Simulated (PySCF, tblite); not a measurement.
**C₄H₆FN₂Si radical: geometry, infrared bands and EPR parameters**

Wanted: the infrared bands and EPR parameters of C₄H₆FN₂Si radical (`N#C[C@]1(F)CC[Si]1N`), by calculation.

The runs use tblite 0.8.0 and PySCF 2.14.0, with density-fitted response routines of our own; the level of theory stands in each step. All values are computed, except where a source is named. Atoms are numbered from 0 throughout.

**1. Starting geometry**

14 atoms, charge 0, multiplicity 2; geometry from: force field or distance geometry start.

Bonds of the start (Å): N0–C1 1.16, C1–C2 1.44, C2–F3 1.39, C2–C4 1.52, C4–C5 1.52, C5–Si6 1.85, Si6–N7 1.77, Si6–C2 1.83, C4–H8 1.10, C4–H9 1.12, C5–H10 1.11, C5–H11 1.10, N7–H12 1.03, N7–H13 1.03.

**2. Relaxing the molecule with GFN2-xTB**

The job: settings as JSON, then the geometry in Å.

```
{"job": {"kind": "relax", "xc": "GFN2-xTB", "basis": "xTB"}, "charge": 0, "multiplicity": 2}
N     -0.142300     2.067800     1.886400
C     -0.358900     1.532800     0.883200
C     -0.614600     0.826300    -0.349800
F     -1.169600     1.601800    -1.359600
C     -1.416600    -0.435300    -0.055300
C     -0.239000    -1.385200     0.028700
Si     0.734100    -0.216700    -1.023300
N      2.392400     0.149900    -0.541900
H     -2.090400    -0.674500    -0.887800
H     -1.941200    -0.341300     0.927200
H      0.115700    -1.536400     1.066200
H     -0.495300    -2.351700    -0.427900
H      2.465000     1.170000    -0.406000
H      2.760000    -0.407800     0.237800
```

Started as:

```sh
$ OMP_NUM_THREADS=1 python probes_run.py task.json out
```

This one command runs all jobs of the session in turn.

The program printed:

```text
step      E/eV     max force
  0    -647.48897    4.441
  1    -647.78085    3.448
  2    -647.71652    5.803
  3    -647.91020    1.027
  4    -647.95594    0.766
  5    -648.01326    1.298
  6    -648.03851    0.648
  7    -648.04984    0.338
  8    -648.06660    0.563
  9    -648.08146    0.701
 10    -648.09185    0.441
 11    -648.09804    0.182
 12    -648.10345    0.288
 13    -648.10908    0.397
 14    -648.11481    0.278
 15    -648.11943    0.192
 16    -648.12339    0.269
 17    -648.12766    0.352
 18    -648.13231    0.301
 19    -648.13724    0.241
 20    -648.14188    0.181
 21    -648.14518    0.189
 22    -648.14607    0.341
 23    -648.14869    0.151
 24    -648.14979    0.089
 25    -648.15112    0.109
 26    -648.15184    0.094
 27    -648.15254    0.057
 28    -648.15319    0.079
 29    -648.15392    0.127
 30    -648.15465    0.146
 31    -648.15533    0.117
 32    -648.15598    0.067
 33    -648.15670    0.100
 34    -648.15741    0.127
 35    -648.15796    0.101
 36    -648.15836    0.061
 37    -648.15878    0.078
 38    -648.15944    0.148
 39    -648.16044    0.168
 40    -648.16166    0.131
 41    -648.16262    0.081
 42    -648.16336    0.077
 43    -648.16409    0.112
 44    -648.16497    0.107
 45    -648.16587    0.097
 46    -648.16691    0.114
 47    -648.16820    0.115
 48    -648.16976    0.181
 49    -648.17116    0.129
 50    -648.17200    0.092
 51    -648.17238    0.074
 52    -648.17272    0.058
 53    -648.17316    0.064
 54    -648.17374    0.057
 55    -648.17400    0.064
 56    -648.17424    0.047
 57    -648.17453    0.057
 58    -648.17488    0.066
 59    -648.17529    0.063
 60    -648.17574    0.066
 61    -648.17631    0.088
 62    -648.17718    0.139
 63    -648.17855    0.184
 64    -648.18016    0.159
 65    -648.18152    0.150
 66    -648.18267    0.119
 67    -648.18064    0.322
 68    -648.18438    0.142
 69    -648.18519    0.117
 70    -648.18847    0.121
 71    -648.18966    0.094
 72    -648.19079    0.117
 73    -648.19161    0.110
 74    -648.19232    0.100
 75    -648.19316    0.085
 76    -648.19384    0.101
 77    -648.19440    0.097
 78    -648.19495    0.109
 79    -648.19559    0.053
 80    -648.19614    0.101
 81    -648.19690    0.079
 82    -648.19789    0.088
 83    -648.19869    0.051
 84    -648.19900    0.073
 85    -648.19925    0.087
 86    -648.19963    0.054
 87    -648.19998    0.065
 88    -648.20029    0.069
 89    -648.20046    0.044
 90    -648.20061    0.025
 91    -648.20072    0.032
 92    -648.20082    0.034
 93    -648.20092    0.031
 94    -648.20108    0.041
 95    -648.20126    0.058
 96    -648.20144    0.080
 97    -648.20158    0.068
 98    -648.20168    0.027
 99    -648.20176    0.017
100    -648.20181    0.023
101    -648.20184    0.022
102    -648.20187    0.012
103    -648.20189    0.008
```

Run time: 0.71 s. Hardware: 1 thread of Arm Neoverse V1, shared host.

Step by step: (not every step is listed) (the energy doesn't fall at every step)

| step | energy from step 0 (eV) | largest force (eV/Å) |
| --- | --- | --- |
| 0 | 0.0000 | 4.4412 |
| 1 | -0.2919 | 3.4478 |
| 2 | -0.2275 | 5.8034 |
| 3 | -0.4212 | 1.0269 |
| 4 | -0.4670 | 0.7664 |
| 5 | -0.5243 | 1.2977 |
| 6 | -0.5495 | 0.6484 |
| 7 | -0.5609 | 0.3378 |
| 8 | -0.5776 | 0.5629 |
| 17 | -0.6387 | 0.3523 |
| 26 | -0.6629 | 0.0944 |
| 35 | -0.6690 | 0.1014 |
| 44 | -0.6760 | 0.1067 |
| 53 | -0.6842 | 0.0639 |
| 62 | -0.6882 | 0.1390 |
| 71 | -0.7007 | 0.0936 |
| 80 | -0.7072 | 0.1005 |
| 89 | -0.7115 | 0.0439 |
| 98 | -0.7127 | 0.0269 |
| 99 | -0.7128 | 0.0172 |
| 100 | -0.7128 | 0.0230 |
| 101 | -0.7129 | 0.0225 |
| 102 | -0.7129 | 0.0124 |
| 103 | -0.7129 | 0.0082 |

Close pairs (by a distance rule), those that changed most:

| bond | before (Å) | after (Å) | change (Å) |
| --- | --- | --- | --- |
| C2–Si6 | 1.833 | 1.986 | +0.152 |
| C5–Si6 | 1.849 | 1.933 | +0.084 |
| Si6–N7 | 1.765 | 1.722 | -0.044 |
| C4–H9 | 1.118 | 1.090 | -0.028 |
| C1–C2 | 1.444 | 1.421 | -0.023 |
| N7–H12 | 1.032 | 1.009 | -0.022 |
| C4–C5 | 1.515 | 1.536 | +0.021 |
| N7–H13 | 1.027 | 1.006 | -0.021 |

The end geometry stands in the next job.

**3. Vibrational analysis with GFN2-xTB**

The job: settings as JSON, then the geometry in Å.

```
{"job": {"kind": "ir", "xc": "GFN2-xTB", "basis": "xTB"}, "charge": 0, "multiplicity": 2}
N      0.031716     2.623425     1.261811
C     -0.355218     1.854263     0.502005
C     -0.675107     0.830083    -0.429511
F     -1.454741     1.324079    -1.466356
C     -1.281200    -0.445623     0.179699
C     -0.315522    -1.548847    -0.279539
Si     0.894186    -0.234228    -1.018743
N      2.161831     0.152836     0.080031
H     -2.293849    -0.584578    -0.198767
H     -1.317575    -0.367632     1.266375
H      0.085060    -2.138928     0.541805
H     -0.773070    -2.231469    -0.990837
H      2.237158     1.073306     0.487172
H      3.055652    -0.307160     0.042689
```

The program printed:

```text
mode    cm-1     km/mol
  1      23.2      1.06
  2      97.8      6.01
  3     133.1      6.14
  4     164.2      3.58
  5     175.7      8.59
  6     209.5      1.81
  7     263.0     10.07
  8     354.1      1.41
  9     403.6    161.61
 10     435.9     16.30
 11     465.1     22.73
 12     568.6     14.27
 13     597.2     12.59
 14     681.7     17.22
 15     706.0     29.44
 16     767.2     62.21
 17     840.5     19.85
 18     882.5     47.65
 19     906.5    126.77
 20    1008.7     33.08
 21    1033.5      0.97
 22    1091.8     28.84
 23    1150.5     17.59
 24    1185.0      3.63
 25    1217.8     24.03
 26    1272.1      2.03
 27    1447.1      0.76
 28    1470.3      1.24
 29    1484.5     63.41
 30    2351.8    314.23
 31    2994.3      3.10
 32    3002.7     15.03
 33    3010.8     34.06
 34    3026.9     27.23
 35    3443.6     14.93
 36    3512.4      6.94
```

Run time: 0.49 s. Hardware: 1 thread of Arm Neoverse V1, shared host.

The strongest bands and the atoms that carry them (share of the mass-weighted mode):

| cm⁻¹ | km/mol | atoms |
| --- | --- | --- |
| 404 | 161.6 | H13 43 %, H12 37 %, N7 15 % |
| 767 | 62.2 | H13 41 %, H12 36 %, N7 13 % |
| 882 | 47.6 | C2 43 %, C4 25 % |
| 906 | 126.8 | N7 40 %, Si6 35 % |
| 1009 | 33.1 | C2 32 %, H10 15 %, H8 14 %, F3 13 % |
| 1484 | 63.4 | H12 45 %, H13 43 %, N7 11 % |
| 2352 | 314.2 | C1 60 %, N0 39 % |
| 3011 | 34.1 | H10 68 %, H9 22 % |

**4. EPR parameters: B3LYP/pcH-1**

The job, as its differences from that of step 3:

```diff
@@ -1,2 +1,2 @@
-{"job": {"kind": "ir", "xc": "GFN2-xTB", "basis": "xTB"}, "charge": 0, "multiplicity": 2}
+{"job": {"kind": "epr", "basis": "pcH-1"}, "charge": 0, "multiplicity": 2}
 N      0.031716     2.623425     1.261811
```

With the program's defaults for keys left out, this is: UKS B3LYP, pcH-1 on C F H N Si, non-relativistic, mean-field spin-orbit, GIAO.

The program printed:

```text
UKS, coarse grid
  cycle   1  E = -654.71812845  |g| = 5.73e-01
  cycle   2  E = -654.38532728  |g| = 1.07e+00
  cycle   3  E = -654.83217982  |g| = 2.03e-01
  cycle   4  E = -654.84846120  |g| = 7.38e-02
  cycle   5  E = -654.85057721  |g| = 2.19e-02
  cycle   6  E = -654.85079281  |g| = 7.14e-03
  cycle   7  E = -654.85081645  |g| = 2.17e-03
  cycle   8  E = -654.85081875  |g| = 7.19e-04
UKS, final grid
  cycle   1  E = -654.85081107  |g| = 9.73e-04
  cycle   2  E = -654.85081039  |g| = 1.63e-03
  cycle   3  E = -654.85081154  |g| = 1.33e-04
  cycle   4  E = -654.85081155  |g| = 3.57e-05
  cycle   5  E = -654.85081155  |g| = 2.89e-05
E = -654.85081155 Eh   <S^2> = 0.7528 (exact 0.7500)
g shifts (ppm)      1          2          3
  rmc          -169       -169       -169
  gc             80         28         88
  oz_so        -900        258       1352
  total        -989        117       1271
hyperfine (MHz)  atom isotope    a_iso     a_fc   dipolar eigenvalues
    0   14N       0.55       0.55     -1.05     -0.98      2.03
    1   13C      -2.89      -2.89     -1.12     -0.49      1.60
    2   13C       5.19       5.17     -7.58     -6.77     14.34
    3   19F      19.17      18.96    -11.69     -3.18     14.86
    4   13C       3.57       3.57     -2.53     -1.76      4.29
    5   13C      62.64      62.61    -15.61    -14.71     30.32
    6  29Si    -518.24    -519.01   -128.56     61.18     67.38
    7   14N       8.35       8.33     -8.88     -8.56     17.44
    8    1H      26.83      26.84     -1.92     -0.64      2.57
    9    1H       8.61       8.62     -1.83     -0.89      2.72
   10    1H       1.65       1.63     -7.64     -1.15      8.80
   11    1H      -8.81      -8.81     -7.68     -2.94     10.62
   12    1H      -6.47      -6.50    -10.71     -2.78     13.49
   13    1H      -7.08      -7.11    -10.18     -4.92     15.11
```

It took 94 s on 1 thread of Arm Neoverse V1, shared host; peak memory 1 GiB.

Principal g values 2.00133, 2.00244, 2.00359; g(iso) = 2.00245, against 2.00232 for a free electron.

Hyperfine couplings; where a row names several nuclei, a(iso) is their mean (it holds for fast rotation or exchange) and the dipolar term the largest among them:

| nuclei | isotope | a(iso) (MHz) | a(iso) (G, at g = 2.0023) | largest dipolar term (MHz) |
| --- | --- | --- | --- | --- |
| Si6 | 29Si | -518.2 | -184.9 | -128.6 |
| C5 | 13C | 62.6 | 22.4 | 30.3 |
| H8 | 1H | 26.8 | 9.6 | 2.6 |
| F3 | 19F | 19.2 | 6.8 | 14.9 |
| H11 | 1H | -8.8 | -3.1 | 10.6 |
| H9 | 1H | 8.6 | 3.1 | 2.7 |
| N7 | 14N | 8.3 | 3.0 | 17.4 |
| H12, H13 | 1H | -6.8 | -2.4 | 15.1 |
| C2 | 13C | 5.2 | 1.9 | 14.3 |
| C4 | 13C | 3.6 | 1.3 | 4.3 |
| C1 | 13C | -2.9 | -1.0 | 1.6 |
| H10 | 1H | 1.6 | 0.6 | 8.8 |
| N0 | 14N | 0.6 | 0.2 | 2.0 |

Mulliken spin populations:

N0 0.02; C1 -0.01; C2 0.04; F3 0.00; C4 0.00; C5 0.13; Si6 0.67; N7 0.15; H8 0.01; H9 0.00; H10 0.00; H11 -0.01; H12 0.00; H13 0.00

In first order the couplings over 0.8 MHz of 1H, 19F, 14N give 288 distinct lines over 34.0 G, if the averaged nuclei exchange fast; the same motion can average rows kept apart here too.

The fields below are evaluated on a grid from the run's orbitals.

ELF in a plane through or near 7 of the atoms.

Values, 10 rows by 14 columns:
```
0.00 0.00 0.00 0.00 0.00 0.00 0.00 0.00 0.00 0.00 0.00 0.00 0.00 0.00
0.00 0.00 0.00 0.01 0.16 0.22 0.12 0.03 0.00 0.00 0.00 0.00 0.00 0.00
0.00 0.00 0.01 0.39 0.79 0.70 0.71 0.48 0.04 0.00 0.00 0.00 0.00 0.00
0.00 0.00 0.00 0.22 0.57 0.82 0.80 0.78 0.14 0.03 0.20 0.06 0.00 0.00
0.00 0.00 0.07 0.31 0.06 0.10 0.42 0.47 0.84 0.77 1.00 0.94 0.02 0.00
0.00 0.00 0.38 0.96 0.90 0.59 0.13 0.12 0.73 0.64 0.68 0.28 0.00 0.00
0.00 0.00 0.27 0.88 0.84 0.77 0.22 0.73 0.33 0.70 0.41 0.02 0.00 0.00
0.00 0.00 0.38 0.91 0.64 0.05 0.03 0.32 0.45 0.39 0.40 0.03 0.00 0.00
0.00 0.00 0.00 0.00 0.00 0.00 0.00 0.01 0.01 0.01 0.00 0.00 0.00 0.00
0.00 0.00 0.00 0.00 0.00 0.00 0.00 0.00 0.00 0.00 0.00 0.00 0.00 0.00
```
The map spans 10.3 Å across and 10.1 Å up, centred on the molecule. Atoms in the plane (x, y in Å): C1 (-0.6, 1.9), C4 (1.3, 0.2), C5 (1.0, -1.2), N7 (-2.0, -0.9), H8 (2.3, 0.5), H12 (-2.5, 0.0), H13 (-2.6, -1.7).

On the surface of density 0.002 e/bohr³ the electrostatic potential runs, from the 1st to the 99th percentile, from -1.70 V near N0 to 1.94 V near H13.

The spin density lies nearest to Si6 57 %; N7 13 %; C5 11 %.

**5. Results**

```
                                                                  quantity                    value
                                 strongest single infrared mode (GFN2-xTB)    2352 cm⁻¹, 314 km/mol
                                              zero-point energy (GFN2-xTB)            60.6 kcal/mol
                                                            g(iso) (B3LYP)                  2.00245
                                                                      ⟨S²⟩       0.753 (exact 0.75)
                                        largest a(iso) (averaged by class)  29Si on Si6, -518.2 MHz
potential on the surface of density 0.002 e/bohr³, 1st and 99th percentile       -1.70 V and 1.94 V
```

In words: The optimisation took 103 steps and gained 0.713 eV; among the close pairs (by a distance rule), C2–Si6 changed most, from 1.833 to 1.986 Å. No mode is imaginary among the 36: a minimum at this level. The strongest single mode, at 2352 cm⁻¹, moves mainly C1 and N0. Unscaled tight-binding wavenumbers are off by several per cent, some by more. Its intensities can rank the bands wrongly. Si6 carries the largest spin population, 0.67 e. The isotropic g lies 0.1 ppt above the free-electron value. These values are for one conformer; the search (at its own cheap level) found 2 more, at 0.97, 1.51 kcal/mol, and measured spectra average over such forms.
